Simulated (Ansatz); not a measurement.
# B2F4H2: the cost of one run

Computed with Ansatz 0.2.0, Gaussian basis. Level: the settings change from run to run.

### 1 The relaxed structure

The structure was relaxed beforehand with PBE0-D4 in a triple-zeta def2 set.

SMILES `F[B@H-]1[F+][B@H-](F)[F+]1`, 8 atoms, charge 0, spin multiplicity 1.

Atoms are counted from 1 here; the program's logs count them from 0.

Bond lengths: F1–B2 1.319 Å, B2–F3 1.544 Å, B2–F6 1.545 Å, B2–H7 1.187 Å, F3–B4 1.545 Å, B4–F5 1.319 Å, B4–F6 1.544 Å, B4–H8 1.187 Å. Angles: F1–B2–F3 109.7°, F1–B2–F6 109.7°, F1–B2–H7 122.2°, F3–B2–F6 87.0°, F3–B2–H7 111.3°, F6–B2–H7 111.3°, B2–F3–B4 93.0°, F3–B4–F5 109.7°, F3–B4–F6 87.0°, F3–B4–H8 111.3°, F5–B4–F6 109.7°, F5–B4–H8 122.2°, F6–B4–H8 111.3°, B2–F6–B4 93.0°.

### 2 r2SCAN0/def2-mTZVP

Options: multiplicity 3, restricted open-shell orbitals.

Input file in.yaml:

```yaml
crystal:
  periodic: [false, false, false]
  atoms:
    - {symbol: F, position_ang: [1.054885, -1.462216, 1.057741]}
    - {symbol: B, position_ang: [0.988942, -0.304839, 0.428948]}
    - {symbol: F, position_ang: [0.248461, -0.482636, -0.914725]}
    - {symbol: B, position_ang: [-0.988935, 0.304843, -0.428940]}
    - {symbol: F, position_ang: [-1.055012, 1.462195, -1.057766]}
    - {symbol: F, position_ang: [-0.248418, 0.482722, 0.914693]}
    - {symbol: H, position_ang: [1.932211, 0.405936, 0.310323]}
    - {symbol: H, position_ang: [-1.932144, -0.406005, -0.310264]}
basis:
  gaussian: {orbitals: def2-mTZVP}
magnetization: {spin_polarized: false, initial_magnetization: 2}
hamiltonian: {xc: {name: r2SCAN0}}
output: {forces: true}
```

Launch:

```
$ ansatz run in.yaml --threads 4 --pin off --events-out ev --progress --plain --max-ram 10444MiB
```

What time and memory should one allow on 4 threads of Arm Neoverse V1, shared host?

About 17 s, with a peak of 0.47 GiB.
